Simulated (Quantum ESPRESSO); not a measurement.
# Ag: zone-centre phonons under several settings

```xyz
3
Lattice="0.0000 3.1897 3.1897 3.1897 0.0000 3.1897 3.1897 3.1897 0.0000" Properties=species:S:1:pos:R:3 pbc="T T T"
Ag    1.5949    1.5949    1.5949
Ag    4.7846    4.7846    4.7846
Ag    0.0000    0.0000    0.0000
```

The cell was built by a generator and needn't be a form met in nature.

All runs used Quantum ESPRESSO 7.5; potentials JTH 2.0 PBE; k mesh 7 × 7 × 7; relaxed cell; no spin polarisation; cutoff 707 eV; occupations cold, width 0.2 eV.

```tsv
level	volume (Å³/atom)	lowest optical mode without the field (cm⁻¹)	highest optical mode without the field (cm⁻¹)
PBE	21.67	94	156
PBE+D2	?	?	?
PBE+D3(BJ)	20.50	111	176
rPW86PBE+rVV10	21.79	98	160
rev-vdW-DF2	20.82	103	167
```

**Question.** What stands in the row left open?

**Answer.** Volume 21.22 Å³/atom; lowest optical mode without the field 101 cm⁻¹; highest optical mode without the field 154 cm⁻¹.

Caveats: pairwise dispersion overbinds metals, which lowers pressure and volume (some runs); the potentials were made for another functional, which shifts forces and pressure (some runs).

For the row left open. Caveat: pairwise dispersion overbinds metals, which lowers pressure and volume.
